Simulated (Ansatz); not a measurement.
Consider a test of the smearing width of Sn, space group Im-3m (the Python package of Ansatz (0.2.0)).

`smear.py`
```python
'''How the energy of Sn depends on the smearing.'''

import warnings

import ansatz as az
import matplotlib.pyplot as plt
from pymatgen.core import Lattice, Structure
from pymatgen.io.ase import AseAtomsAdaptor

warnings.simplefilter('ignore', az.DeckWarning)

pmg_structure = Structure(
    Lattice([(-1.89465, 1.89465, 1.89465), (1.89465, -1.89465, 1.89465), (1.89465, 1.89465, -1.89465)]),
    ['Sn'],
    [
        (0.0, 0.0, 0.0),
    ],
)
xtal = az.Crystal.from_ase(AseAtomsAdaptor.get_atoms(pmg_structure))

job = xtal.calculation().functional('pbesol').basis(21 * az.Ha).kpoints(11, 11, 11)

rows = []
for value in [0.3, 0.2, 0.1, 0.05]:
    data = job.occupations('methfessel_paxton', width=value).run(threads=1).report
    rows.append((value, data['free_energy_ev'] / len(data['lattice']['sites']), data['n_iterations'], data['n_kpoints']))

print('  width (eV)   F/atom (eV)    iterations      k-points')
for row in rows:
    print(f'{str(row[0]):>12s}  {row[1]:12.5f}  {row[2]:12d}  {row[3]:12d}')

# differences from the last row
for row in rows[:-1]:
    shift = 1000 * (row[1] - rows[-1][1])
    print(f'{row[0]}: {shift:+.2f} meV/atom' + ('  (within 5 meV)' if abs(shift) < 5 else ''))
plt.figure(figsize=(4.5, 3))
plt.plot([str(row[0]) for row in rows], [1000 * (row[1] - rows[-1][1]) for row in rows], 'o-')
plt.xlabel('width (eV)')
plt.ylabel('F - F(last) (meV/atom)')
plt.tight_layout()
plt.savefig('smear.png', dpi=100)
```

How much does the free energy per atom change between the narrowest and the widest smearing, and why?

Going from 0.05 to 0.3 eV changes F by +0.4 meV an atom. This scheme is built to cancel the term in the square of the width, so the shifts stay small and are partly the mesh's error.

The output:

Running `python smear.py` prints:
```text
  width (eV)   F/atom (eV)    iterations      k-points
         0.3   -5949.73933             6            56
         0.2   -5949.73965             6            56
         0.1   -5949.73994             5            56
        0.05   -5949.73969             6            56
0.3: +0.35 meV/atom  (within 5 meV)
0.2: +0.03 meV/atom  (within 5 meV)
0.1: -0.25 meV/atom  (within 5 meV)
```

What to keep in mind:
- For a metal this k-point mesh is coarse: on a finer one energies can move by several to tens of meV an atom and pressures by half a GPa or more, differences at one mesh by less.
- The narrowest width needs the finest mesh, so the last row is no converged reference.
- This isn't the structure that Sn takes at ambient conditions.
- It ran for 4.6 s on 1 thread of Intel(R) Xeon(R) Processor @ 2.30GHz (shared host), peak memory 0.57 GiB.
